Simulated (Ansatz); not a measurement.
This script makes a test of the smearing width of TiB2, space group P6/mmm with Ansatz 0.2.0 through its Python package.

`smear_tib2.py`:
```python
# -*- coding: utf-8 -*-
"""How the energy of TiB2 depends on the smearing."""

import ansatz as az
import matplotlib.pyplot as plt
from pymatgen.core import Lattice, Structure
from pymatgen.io.ase import AseAtomsAdaptor

KGRID = (11, 11, 9)
XC = "pbe"

pmg_structure = Structure(
    Lattice([[3.0292, 0.0, 0.0], [-1.5146, 2.62336, 0.0], [0.0, 0.0, 3.2284]]),
    ["Ti", "B", "B"],
    [
        [0.0, 0.0, 0.0],
        [1 / 3, 2 / 3, 0.5],
        [2 / 3, 1 / 3, 0.5],
    ],
)
tib2 = az.Crystal.from_ase(AseAtomsAdaptor.get_atoms(pmg_structure))

base = tib2.calculation()
base = base.kpoints(*KGRID)
base = base.basis(38 * az.Ry)
base = base.functional(XC)

rows = []
for value in [0.25, 0.15, 0.1, 0.05, 0.025]:
    rep = base.occupations("gaussian", width=value).run().report
    rows.append((value, rep["free_energy_ev"] / len(rep["lattice"]["sites"]), rep["n_iterations"], rep["n_kpoints"]))

print("  width (eV)   F/atom (eV)    iterations      k-points")
for row in rows:
    print(f"{str(row[0]):>12s}  {row[1]:12.5f}  {row[2]:12d}  {row[3]:12d}")

# the last row is the reference
for row in rows[:-1]:
    shift = 1000 * (row[1] - rows[-1][1])
    print(f"{row[0]}: {shift:+.2f} meV/atom" + ("  (within 1 meV)" if abs(shift) < 1 else ""))
plt.figure(figsize=(4.5, 3))
plt.plot([str(row[0]) for row in rows], [1000 * (row[1] - rows[-1][1]) for row in rows], "o-")
plt.xlabel("width (eV)")
plt.ylabel("F - F(last) (meV/atom)")
plt.tight_layout()
plt.savefig("smear.png", dpi=100)
```

Its results, one of them left out:

| width (eV) | F less the first row (meV/atom) |
| --- | --- |
| 0.025 | 0.00 |
| 0.05 | -0.09 |
| 0.1 | -0.35 |
| 0.15 | -0.68 |
| 0.25 | ? |

What is the missing value at a width of 0.25 eV?

For this scheme F falls about as the square of the width where the density of states is smooth. A straight line through the rows shown, against the width squared, has slope -30.9 meV/eV² and intercept 0.00 meV, which gives -1.93 meV at 0.25 eV. The run gave -1.80 meV, a miss of 0.14 meV.

What to keep in mind:
- The mesh is modest for a metal, so energies can be off by several to tens of meV an atom and pressures by half a GPa or more; differences at equal mesh fare better.
- The narrowest width needs the finest mesh, so the last row is no converged reference.
- The structure is a deposited one; some such entries were measured under pressure or heat, so a shift against it needn't be the functional's error alone.
- Timing: 7.8 s on 1 thread of Arm Neoverse V2, on a shared host, peak memory 0.45 GiB.
